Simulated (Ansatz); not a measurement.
Working through a surface slab of C, space group P6/mmm

Computed with the Ansatz DFT code, driven from Python.

The script reads `c.vasp`:
```text
C
1.0
   2.45617016    0.00000000    0.00000000
  -1.22808508    2.12710576    0.00000000
   0.00000000    0.00000000    8.52380336
C
2
Direct
   0.33333333    0.66666667    0.00000000
   0.66666667    0.33333333    0.00000000
```

Run as a notebook:

```python
import warnings

import ansatz as az
from ase.build import surface
from ase.io import read
import numpy as np
```

```python
warnings.simplefilter("ignore", az.DeckWarning)
```

```python
atoms = read("c.vasp", format="vasp")
# Miller indices count the vectors of the cell as typed
slab = surface(atoms, (0, 0, 1), 2, vacuum=7.0)
slab.pbc = True

print(slab.get_chemical_formula(), "area {:.3f} A^2, cell height {:.2f} A".format(np.linalg.norm(np.cross(slab.cell[0], slab.cell[1])), slab.cell[2, 2]))
```

    C4 area 5.225 A^2, cell height 22.52 A

```python
def settings(structure):
    return (
        az.Crystal.from_ase(structure).calculation()
        .functional("r2scan")
        .basis(550, density_ratio=4)
        .occupations(az.OccupationsMethod.COLD, width=10 * az.meV)
    )
```

```python
model = settings(slab).kpoints(8, 8, 1).electric_field(axis=3, dipole_correction=True).potential().forces()
done = model.run()
summary = done.report

summary["converged"], summary["free_energy_ev"]
```

    RunWarning: The output density's exchange-correlation potential varies sharply where the density is thin. Do not read a vacuum level from v_tot or v_xc, or from such a field of the output density. On a cell that repeats whose density bears no net charge and [...]
    (True, -1006.6062638607385)

```python
summary["n_electrons"]
```

    16.0

```python
print(f"slab free energy {summary['free_energy_ev']:.4f} eV, Fermi level {summary['fermi_energy_ev']:.3f} eV")
for key, value in summary["work_function"].items():
    if isinstance(value, float):
        print(f"{key:34s} {value:12.5f}")
```

    slab free energy -1006.6063 eV, Fermi level -0.910 eV
    ramp_position                           0.95000
    ramp_width                              0.10000
    amplitude_v_ang                         0.00000
    dipole_field_v_ang                     -0.00002
    dipole_moment_e_ang                    -0.00001
    phi_plus_ev                             4.28909
    phi_minus_ev                            4.28870
    vacuum_level_plus_ev                    3.37909
    vacuum_level_minus_ev                   3.37870
    flatness_plus_ev_ang                    0.00002
    flatness_minus_ev_ang                   0.00002
    ramp_density_extremum_e_ang3            0.00000
    ramp_density_minimum_e_ang3            -0.00000
    ramp_density_bound_e_ang3               0.00001
    ramp_density_effective_e_ang3           0.00000
    plane_spacing_ang                       0.12513

```python
# surface energy from the bulk energy at the same settings
bulk = settings(atoms).kpoints(10, 10, 3).run().report
excess = summary["free_energy_ev"] - bulk["free_energy_ev"] * len(slab) / len(atoms)
area = np.linalg.norm(np.cross(slab.cell[0], slab.cell[1]))
print(f"mean surface energy {excess / (2 * area) * 16.02177:.3f} J/m^2 ({1000 * excess / (2 * area):.1f} meV/A^2)")

v = done.potential()
profile = (v.v_es_ev + (0 if v.v_field_ev is None else v.v_field_ev)).mean(axis=(0, 1))
height = done.lattice.cell_ang[2][2]
print("z (A)   planar potential less the Fermi level (eV)")
for i in range(0, len(profile), max(len(profile) // 24, 1)):
    print(f"{i * height / len(profile):6.2f} {profile[i] - summary['fermi_energy_ev']:9.3f}")
```

    mean surface energy 0.017 J/m^2 (1.0 meV/A^2)
    z (A)   planar potential less the Fermi level (eV)
      0.00     4.289
      0.88     4.289
      1.75     4.289
      2.63     4.289
      3.50     4.289
      4.38     4.282
      5.26     4.123
      6.13     0.537
      7.01   -28.548
      7.88     0.725
      8.76     4.131
      9.64     4.282
     10.51     4.289
     11.39     4.289
     12.26     4.288
     13.14     4.273
     14.01     3.900
     14.89    -4.352
     15.77   -22.671
     16.64     2.727
     17.52     4.222
     18.39     4.286
     19.27     4.289
     20.15     4.289
     21.02     4.289
     21.90     4.289

Caveats:
- These settings explore the input space; cutoff and mesh may be short of convergence.
- The cell holds layers, chains or clusters in vacuum, no bulk phase.
- Only differences from the Fermi energy are physical; the zero of the scale is a convention.
- An opening on this mesh may only mean that it misses a point where bands touch.
- Points of the mesh across the vacuum add cost only.
- This isn't the structure that C takes at ambient conditions.
- Warnings are shown shortened and without file and line.
- The slab is thin and cut from the structure as given; a cut can leave two unlike or polar faces, and the surface energy is then their mean. Miller indices refer to the vectors of the cell as typed, and the lattice isn't relaxed for this functional, so relaxation and surface energy can hold strain.
- The script silences the warnings on its input, which a real study should read.
- Timing: 9.5 s on 1 thread of Arm Neoverse V2, with other jobs on the host, peak memory 0.69 GiB.
